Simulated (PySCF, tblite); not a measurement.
# CH7ClGeSi: a rotation path, then NMR shifts on frames

How do NMR shifts of CH7ClGeSi (`[SiH3][GeH2][CH2]Cl`) change as the atoms move?

Programs: tblite 0.8.0 and PySCF 2.14.0, with density-fitted response routines of our own. Each step states its level of theory. These are calculated values for one molecule in the gas phase, unless marked as measured. Atoms count from 0, in the outputs and in this text.

## Step 1: Starting geometry

11 atoms, charge 0, multiplicity 1; geometry from: GFN2-xTB.

Bonds of the start (Å): Si0–Ge1 2.35, Ge1–C2 1.99, C2–Cl3 1.78, Si0–H4 1.46, Si0–H5 1.46, Si0–H6 1.46, Ge1–H7 1.51, Ge1–H8 1.52, C2–H9 1.09, C2–H10 1.09.

## Step 2: A band between two rotamers with GFN2-xTB

What the job is given:

```
{"job": {"kind": "neb", "xc": "GFN2-xTB", "basis": "xTB", "atoms": [0, 1, 2, 3], "turn": 120}, "charge": 0, "multiplicity": 1}
Si    -1.795267    -0.216259    -0.554872
Ge     0.104009    -0.350301     0.816129
C      1.662631     0.606660     0.033501
Cl     1.945245    -0.112818    -1.571172
H     -2.124770     1.189155    -0.800041
H     -1.547489    -0.885064    -1.829560
H     -2.929177    -0.856937     0.111083
H      0.634625    -1.740284     1.070258
H     -0.014735     0.211266     2.220549
H      2.582332     0.488115     0.601640
H      1.488020     1.669139    -0.123479
```

Level: GFN2-xTB climbing-image nudged elastic band, gas phase.

The run is started by

```console
$ OMP_NUM_THREADS=1 python probes_run.py task.json out
```

The driver reads the jobs from task.json and runs them one after another.

Output:

```text
image   E - E0 / eV
  0      -0.0000
  1       0.0079
  2       0.0232
  3       0.0363
  4       0.0425
  5       0.0394
  6       0.0264
  7       0.0097
  8       0.0005
```

Run time: 2.1 s. Hardware: 1 thread of AMD EPYC 7B13, shared host; peak memory 0.18 GiB.

The final band, with the dihedral Si0–Ge1–C2–Cl3:

```csv
image,dihedral (°),energy (eV),energy (kcal/mol)
0,-57,0.000,0.0
1,-42,0.008,0.2
2,-28,0.023,0.5
3,-13,0.036,0.8
4,1,0.043,1.0
5,15,0.039,0.9
6,29,0.026,0.6
7,43,0.010,0.2
8,58,0.001,0.0
```

## Step 3: Nuclear shieldings: image 0, PBE0/pcSseg-1

What the job is given:

```
{"job": {"kind": "nmr", "xc": "PBE0", "basis": "pcSseg-1", "pop": false}, "charge": 0, "multiplicity": 1}
Si    -1.795300    -0.216300    -0.554900
Ge     0.104000    -0.350300     0.816100
C      1.662600     0.606700     0.033500
Cl     1.945200    -0.112800    -1.571200
H     -2.124800     1.189200    -0.800000
H     -1.547500    -0.885100    -1.829600
H     -2.929200    -0.856900     0.111100
H      0.634600    -1.740300     1.070300
H     -0.014700     0.211300     2.220500
H      2.582300     0.488100     0.601600
H      1.488000     1.669100    -0.123500
```

With the program's defaults for keys left out, this is: GIAO PBE0/pcSseg-1 NMR shielding, non-relativistic, gas phase.

Output:

```text
coarse grid: 42632 points
cycle   1  E = -2868.1110066890  dE = -6.245e-01  |g| = 8.373e-01  |ddm| = 3.013e+00
cycle   2  E = -2868.1025658795  dE =  8.441e-03  |g| = 8.102e-01  |ddm| = 8.223e-01
cycle   3  E = -2868.1548630591  dE = -5.230e-02  |g| = 7.922e-02  |ddm| = 5.162e-01
cycle   4  E = -2868.1555420781  dE = -6.790e-04  |g| = 1.258e-02  |ddm| = 7.226e-02
cycle   5  E = -2868.1555798038  dE = -3.773e-05  |g| = 2.616e-03  |ddm| = 1.738e-02
cycle   6  E = -2868.1555811292  dE = -1.325e-06  |g| = 1.399e-03  |ddm| = 3.620e-03
final grid: 85528 points
cycle   7  E = -2868.1555852115  dE =  5.506e-07  |g| = 2.043e-03  |ddm| = 2.806e-03
cycle   8  E = -2868.1555838656  dE =  1.346e-06  |g| = 3.073e-03  |ddm| = 4.120e-03
cycle   9  E = -2868.1555862872  dE = -2.422e-06  |g| = 6.495e-05  |ddm| = 2.463e-03
cycle  10  E = -2868.1555862884  dE = -1.216e-09  |g| = 1.637e-05  |ddm| = 8.780e-05
cycle  11  E = -2868.1555862885  dE = -1.410e-11  |g| = 1.729e-06  |ddm| = 1.132e-05
converged SCF energy = -2868.1555862885

GIAO shielding tensors (ppm)
atom      isotropic    diamagn.    paramagn.     s11        s22        s33       span
  0 Si     463.043     878.962    -415.919    456.180    463.339    469.609     13.429
  1 Ge    1566.371    2757.022   -1190.651   1469.546   1543.184   1686.382    216.836
  2 C      154.760     250.797     -96.037    131.080    142.541    190.659     59.578
  3 Cl     904.518    1147.055    -242.537    813.147    817.766   1082.642    269.495
  4 H       28.116      27.889       0.227     24.258     25.865     34.226      9.968
  5 H       27.812      27.595       0.217     23.524     26.712     33.199      9.675
  6 H       28.192      27.699       0.492     24.324     25.530     34.721     10.397
  7 H       27.795      29.502      -1.707     21.181     23.163     39.043     17.862
  8 H       27.620      29.561      -1.941     20.583     22.260     40.017     19.434
  9 H       28.367      29.657      -1.290     22.041     27.431     35.629     13.588
 10 H       28.570      30.280      -1.710     22.883     27.505     35.320     12.436
```

Run time: 11 s. Hardware: 1 thread of AMD EPYC 7B13, shared host; peak memory 0.67 GiB.

The references, computed at this level on geometries of the same kind, shield at (ppm): 1H TMS 31.72, 13C TMS 186.9, 29Si TMS 349.2, 73Ge GeMe4 1331, 35Cl HCl 950. Their shielding less the atom's gives the shift. The references are single molecules in the gas phase. Each atom is listed at this fixed geometry, with no averaging over motion; a spectrum would average atoms that exchange fast.

```csv
atoms,environment,σ (ppm),δ (ppm)
C2,sp3 CH2 bonded to Cl and Ge,154.8,32.2
H8,"hydrogen on a germanium bonded to C, Si",27.62,4.10
H7,"hydrogen on a germanium bonded to C, Si",27.80,3.92
H5,hydrogen on a silicon bonded to Ge,27.81,3.91
H4,hydrogen on a silicon bonded to Ge,28.12,3.60
H6,hydrogen on a silicon bonded to Ge,28.19,3.53
H9,hydrogen on an sp3 CH2 bonded to Cl and Ge,28.37,3.35
H10,hydrogen on an sp3 CH2 bonded to Cl and Ge,28.57,3.15
Si0,"silicon bonded to Ge, 3 H",463.0,-113.9
Ge1,"germanium bonded to C, Si, 2 H",1566,-235
Cl3,chlorine bonded to C,905,45
```

## Step 4: NMR shieldings: image 2, PBE0/pcSseg-1

What the job is given:

```
{"job": {"kind": "nmr", "xc": "PBE0", "basis": "pcSseg-1", "pop": false}, "charge": 0, "multiplicity": 1}
Si    -1.741500    -0.282700    -0.598800
Ge     0.085600    -0.307100     0.876300
C      1.672300     0.573700     0.044900
Cl     1.534600     0.387800    -1.722500
H     -2.042100     1.095100    -0.987400
H     -1.457500    -1.078100    -1.791600
H     -2.908800    -0.847200     0.079600
H      0.584400    -1.678200     1.276000
H     -0.063300     0.373300     2.224100
H      2.617400     0.123200     0.335600
H      1.724400     1.642700     0.237800
```

Method: GIAO PBE0/pcSseg-1 NMR shielding, non-relativistic, gas phase.

Output:

```text
coarse grid: 42632 points
cycle   1  E = -2868.1102585599  dE = -6.269e-01  |g| = 8.367e-01  |ddm| = 3.011e+00
cycle   2  E = -2868.1016336651  dE =  8.625e-03  |g| = 8.104e-01  |ddm| = 8.164e-01
cycle   3  E = -2868.1539419694  dE = -5.231e-02  |g| = 7.928e-02  |ddm| = 5.118e-01
cycle   4  E = -2868.1546194778  dE = -6.775e-04  |g| = 1.225e-02  |ddm| = 7.082e-02
cycle   5  E = -2868.1546546517  dE = -3.517e-05  |g| = 2.623e-03  |ddm| = 1.671e-02
cycle   6  E = -2868.1546559818  dE = -1.330e-06  |g| = 1.412e-03  |ddm| = 3.665e-03
final grid: 85528 points
cycle   7  E = -2868.1546397026  dE =  5.761e-07  |g| = 2.083e-03  |ddm| = 3.030e-03
cycle   8  E = -2868.1546383070  dE =  1.396e-06  |g| = 3.131e-03  |ddm| = 4.206e-03
cycle   9  E = -2868.1546408217  dE = -2.515e-06  |g| = 6.409e-05  |ddm| = 2.523e-03
cycle  10  E = -2868.1546408229  dE = -1.198e-09  |g| = 1.653e-05  |ddm| = 8.813e-05
cycle  11  E = -2868.1546408229  dE = -6.366e-12  |g| = 1.553e-06  |ddm| = 1.098e-05
converged SCF energy = -2868.1546408229

GIAO shielding tensors (ppm)
atom      isotropic    diamagn.    paramagn.     s11        s22        s33       span
  0 Si     463.094     878.708    -415.614    458.516    461.572    469.195     10.679
  1 Ge    1553.684    2756.796   -1203.112   1396.188   1563.876   1700.987    304.798
  2 C      156.082     250.647     -94.565    130.859    144.859    192.529     61.670
  3 Cl     895.176    1147.375    -252.198    767.481    847.783   1070.265    302.785
  4 H       28.031      27.771       0.260     24.152     25.989     33.952      9.800
  5 H       27.774      27.636       0.138     23.476     26.728     33.118      9.642
  6 H       28.250      27.702       0.548     24.446     25.482     34.822     10.376
  7 H       27.596      29.510      -1.913     20.914     22.850     39.025     18.110
  8 H       27.569      29.425      -1.856     20.606     22.414     39.686     19.080
  9 H       28.412      29.705      -1.294     22.257     27.425     35.552     13.295
 10 H       28.527      29.997      -1.469     22.156     27.703     35.723     13.568
```

Run time: 10 s. Hardware: 1 thread of AMD EPYC 7B13, shared host; peak memory 0.84 GiB.

In short: δ C2 30.8, Si0 -113.9, Ge1 -223, Cl3 55, H8 4.15, H7 4.12 ppm.

## Step 5: Nuclear shieldings: image 4, PBE0/pcSseg-1

What the job is given:

```
{"job": {"kind": "nmr", "xc": "PBE0", "basis": "pcSseg-1", "pop": false}, "charge": 0, "multiplicity": 1}
Si    -1.710300    -0.351000    -0.628100
Ge     0.069200    -0.266500     0.903200
C      1.686300     0.533000     0.034200
Cl     1.279400     0.959100    -1.649000
H     -1.996400     0.984100    -1.148500
H     -1.387700    -1.257800    -1.729300
H     -2.901200    -0.849900     0.061800
H      0.549200    -1.588800     1.468000
H     -0.129000     0.543700     2.168500
H      2.524600    -0.156700    -0.013300
H      2.021400     1.453300     0.506600
```

Method: GIAO PBE0/pcSseg-1 NMR shielding, non-relativistic, gas phase.

Output:

```text
coarse grid: 42632 points
cycle   1  E = -2868.1093128019  dE = -6.296e-01  |g| = 8.364e-01  |ddm| = 3.010e+00
cycle   2  E = -2868.1006156624  dE =  8.697e-03  |g| = 8.105e-01  |ddm| = 8.086e-01
cycle   3  E = -2868.1529344273  dE = -5.232e-02  |g| = 7.929e-02  |ddm| = 5.075e-01
cycle   4  E = -2868.1536095282  dE = -6.751e-04  |g| = 1.219e-02  |ddm| = 7.014e-02
cycle   5  E = -2868.1536440205  dE = -3.449e-05  |g| = 2.708e-03  |ddm| = 1.652e-02
cycle   6  E = -2868.1536454568  dE = -1.436e-06  |g| = 1.448e-03  |ddm| = 3.775e-03
final grid: 85528 points
cycle   7  E = -2868.1536149399  dE =  6.132e-07  |g| = 2.162e-03  |ddm| = 3.199e-03
cycle   8  E = -2868.1536134364  dE =  1.504e-06  |g| = 3.252e-03  |ddm| = 4.408e-03
cycle   9  E = -2868.1536161443  dE = -2.708e-06  |g| = 6.377e-05  |ddm| = 2.637e-03
cycle  10  E = -2868.1536161454  dE = -1.192e-09  |g| = 1.834e-05  |ddm| = 9.137e-05
cycle  11  E = -2868.1536161455  dE = -4.502e-11  |g| = 1.689e-06  |ddm| = 1.178e-05
converged SCF energy = -2868.1536161455

GIAO shielding tensors (ppm)
atom      isotropic    diamagn.    paramagn.     s11        s22        s33       span
  0 Si     463.474     878.578    -415.104    458.808    464.728    466.887      8.079
  1 Ge    1545.149    2756.620   -1211.471   1365.379   1557.865   1712.202    346.822
  2 C      157.280     250.350     -93.070    130.832    146.822    194.186     63.354
  3 Cl     886.645    1147.408    -260.762    739.197    855.952   1064.787    325.589
  4 H       27.826      27.706       0.120     23.622     26.592     33.265      9.643
  5 H       27.900      27.687       0.213     23.931     26.155     33.614      9.683
  6 H       28.255      27.699       0.556     24.463     25.444     34.858     10.395
  7 H       27.503      29.437      -1.934     20.672     22.676     39.159     18.487
  8 H       27.490      29.418      -1.929     20.584     22.705     39.180     18.596
  9 H       28.479      29.763      -1.283     22.049     27.714     35.676     13.628
 10 H       28.459      29.744      -1.285     21.998     27.661     35.719     13.721
```

Run time: 10 s. Hardware: 1 thread of AMD EPYC 7B13, shared host; peak memory 0.84 GiB.

In short: δ C2 29.6, Si0 -114.3, Ge1 -214, Cl3 63, H8 4.23, H7 4.21 ppm.

## Step 6: Shielding tensors: image 6, PBE0/pcSseg-1

What the job is given:

```
{"job": {"kind": "nmr", "xc": "PBE0", "basis": "pcSseg-1", "pop": false}, "charge": 0, "multiplicity": 1}
Si    -1.698000    -0.430500    -0.643900
Ge     0.056400    -0.217100     0.902600
C      1.697100     0.495700     0.016300
Cl     1.198100     1.512500    -1.359600
H     -1.965200     0.845900    -1.301400
H     -1.350700    -1.436300    -1.649400
H     -2.906900    -0.859100     0.060200
H      0.524100    -1.473400     1.614100
H     -0.180200     0.723600     2.063000
H      2.330300    -0.290000    -0.387900
H      2.300400     1.131200     0.660100
```

Level: GIAO PBE0/pcSseg-1 NMR shielding, non-relativistic, gas phase.

Output:

```text
coarse grid: 42632 points
cycle   1  E = -2868.1099820427  dE = -6.280e-01  |g| = 8.370e-01  |ddm| = 3.011e+00
cycle   2  E = -2868.1013134332  dE =  8.669e-03  |g| = 8.110e-01  |ddm| = 8.197e-01
cycle   3  E = -2868.1537957480  dE = -5.248e-02  |g| = 7.929e-02  |ddm| = 5.137e-01
cycle   4  E = -2868.1544734238  dE = -6.777e-04  |g| = 1.232e-02  |ddm| = 7.086e-02
cycle   5  E = -2868.1545089836  dE = -3.556e-05  |g| = 2.664e-03  |ddm| = 1.675e-02
cycle   6  E = -2868.1545103623  dE = -1.379e-06  |g| = 1.432e-03  |ddm| = 3.697e-03
final grid: 85528 points
cycle   7  E = -2868.1545217965  dE =  5.775e-07  |g| = 2.106e-03  |ddm| = 3.149e-03
cycle   8  E = -2868.1545203692  dE =  1.427e-06  |g| = 3.166e-03  |ddm| = 4.252e-03
cycle   9  E = -2868.1545229371  dE = -2.568e-06  |g| = 6.203e-05  |ddm| = 2.547e-03
cycle  10  E = -2868.1545229382  dE = -1.099e-09  |g| = 1.754e-05  |ddm| = 8.728e-05
cycle  11  E = -2868.1545229382  dE = -4.502e-11  |g| = 1.815e-06  |ddm| = 1.202e-05
converged SCF energy = -2868.1545229382

GIAO shielding tensors (ppm)
atom      isotropic    diamagn.    paramagn.     s11        s22        s33       span
  0 Si     464.012     878.736    -414.724    460.625    461.300    470.111      9.486
  1 Ge    1556.290    2756.806   -1200.516   1406.150   1563.262   1699.458    293.308
  2 C      156.068     250.536     -94.468    130.440    145.397    192.366     61.926
  3 Cl     895.518    1147.349    -251.831    776.788    845.504   1064.263    287.475
  4 H       27.711      27.625       0.086     23.198     27.133     32.803      9.605
  5 H       28.066      27.747       0.319     24.280     25.749     34.170      9.891
  6 H       28.258      27.683       0.575     24.424     25.517     34.833     10.409
  7 H       27.595      29.437      -1.841     20.706     22.394     39.687     18.981
  8 H       27.611      29.496      -1.884     20.832     22.878     39.125     18.293
  9 H       28.548      29.995      -1.447     22.119     27.821     35.704     13.586
 10 H       28.361      29.662      -1.302     22.073     27.465     35.544     13.471
```

Run time: 10 s. Hardware: 1 thread of AMD EPYC 7B13, shared host; peak memory 0.84 GiB.

Key values: δ C2 30.9, Si0 -114.9, Ge1 -225, Cl3 54, H7 4.12, H8 4.11 ppm.

## Step 7: Shielding tensors: image 8, PBE0/pcSseg-1

What the job is given:

```
{"job": {"kind": "nmr", "xc": "PBE0", "basis": "pcSseg-1", "pop": false}, "charge": 0, "multiplicity": 1}
Si    -1.702500    -0.521600    -0.651100
Ge     0.040700    -0.148800     0.874100
C      1.710000     0.472900    -0.012700
Cl     1.295300     1.969000    -0.884700
H     -1.945200     0.675400    -1.452200
H     -1.343100    -1.629800    -1.538800
H     -2.923300    -0.876800     0.072700
H      0.477300    -1.338000     1.709400
H     -0.210800     0.904100     1.926600
H      2.098400    -0.225000    -0.751300
H      2.508700     0.721400     0.682200
```

Level: GIAO PBE0/pcSseg-1 NMR shielding, non-relativistic, gas phase.

Output:

```text
coarse grid: 42632 points
cycle   1  E = -2868.1108452061  dE = -6.247e-01  |g| = 8.374e-01  |ddm| = 3.014e+00
cycle   2  E = -2868.1024023703  dE =  8.443e-03  |g| = 8.104e-01  |ddm| = 8.214e-01
cycle   3  E = -2868.1547339402  dE = -5.233e-02  |g| = 7.922e-02  |ddm| = 5.162e-01
cycle   4  E = -2868.1554130476  dE = -6.791e-04  |g| = 1.262e-02  |ddm| = 7.233e-02
cycle   5  E = -2868.1554510265  dE = -3.798e-05  |g| = 2.631e-03  |ddm| = 1.739e-02
cycle   6  E = -2868.1554523676  dE = -1.341e-06  |g| = 1.409e-03  |ddm| = 3.631e-03
final grid: 85528 points
cycle   7  E = -2868.1554849675  dE =  5.447e-07  |g| = 2.064e-03  |ddm| = 3.126e-03
cycle   8  E = -2868.1554835960  dE =  1.371e-06  |g| = 3.103e-03  |ddm| = 4.144e-03
cycle   9  E = -2868.1554860626  dE = -2.467e-06  |g| = 6.439e-05  |ddm| = 2.487e-03
cycle  10  E = -2868.1554860639  dE = -1.229e-09  |g| = 1.669e-05  |ddm| = 8.804e-05
cycle  11  E = -2868.1554860639  dE = -3.729e-11  |g| = 1.980e-06  |ddm| = 1.212e-05
converged SCF energy = -2868.1554860639

GIAO shielding tensors (ppm)
atom      isotropic    diamagn.    paramagn.     s11        s22        s33       span
  0 Si     463.807     878.973    -415.165    456.985    464.507    469.931     12.947
  1 Ge    1566.711    2757.006   -1190.295   1471.239   1542.347   1686.549    215.310
  2 C      155.071     250.781     -95.710    131.124    142.828    191.262     60.138
  3 Cl     904.738    1147.015    -242.277    811.378    820.089   1082.748    271.369
  4 H       27.804      27.587       0.218     23.417     26.919     33.076      9.659
  5 H       28.117      27.881       0.236     24.295     25.731     34.325     10.030
  6 H       28.187      27.678       0.509     24.283     25.551     34.727     10.444
  7 H       27.616      29.563      -1.946     20.612     22.243     39.994     19.382
  8 H       27.794      29.489      -1.695     21.127     23.200     39.056     17.929
  9 H       28.575      30.279      -1.703     22.862     27.514     35.350     12.489
 10 H       28.364      29.645      -1.281     22.012     27.448     35.631     13.618
```

Run time: 9.9 s. Hardware: 1 thread of AMD EPYC 7B13, shared host; peak memory 0.83 GiB.

In short: δ C2 31.9, Si0 -114.6, Ge1 -236, Cl3 45, H7 4.10, H8 3.92 ppm.

## Step 8: Comparing the runs: NMR shifts

Shifts (ppm) of some atoms, chosen among heavy atoms and hydrogens apart, with basis size and wall time:

```csv
frame,C2,H8,H5,H4,Si0,Ge1,Cl3,functions,time
image 0,32.2,4.10,3.91,3.60,-113.9,-235,45,141,11 s
image 2,30.8,4.15,3.94,3.69,-113.9,-223,55,141,10 s
image 4,29.6,4.23,3.82,3.89,-114.3,-214,63,141,10 s
image 6,30.9,4.11,3.65,4.01,-114.9,-225,54,141,10 s
image 8,31.9,3.92,3.60,3.91,-114.6,-236,45,141,9.9 s
```

## Step 9: Outcome

| quantity | value |
| --- | --- |
| barrier | 0.043 eV (1.0 kcal/mol) at image 4 |
| end to end (GFN2-xTB) | 0.001 eV |
| 13C shifts against TMS (PBE0/pcSseg-1, image 0) | 32.2 ppm |
| 1H shifts against TMS (PBE0/pcSseg-1, image 0) | 4.10, 3.92, 3.91, 3.60, 3.53, 3.35, 3.15 ppm |
| 29Si shifts against TMS (PBE0/pcSseg-1, image 0) | -113.9 ppm |
| 73Ge shifts against GeMe4 (PBE0/pcSseg-1, image 0) | -235 ppm |
| 35Cl shifts against HCl (PBE0/pcSseg-1, image 0) | 45 ppm |
| range of the shift of Ge1 | -236 to -214 ppm |

What this shows: Along the band the dihedral turns by 115°, and the top (dihedral 1°) lies 1.0 kcal/mol above the start (GFN2-xTB, rough), so at room temperature this motion is fast. The top was not checked by a frequency run. Shifts at one fixed geometry are not the observed spectrum, which averages over the motion. In the first frame run (image 0): The largest span, 269 ppm, is at Cl3, where the paramagnetic term is -243 ppm. Across the 5 runs the shift of Ge1 moves most, between -236 (image 8) and -214 ppm (image 4). Spin-orbit coupling is left out, which matters for shieldings and couplings at and beside the heavy atoms.
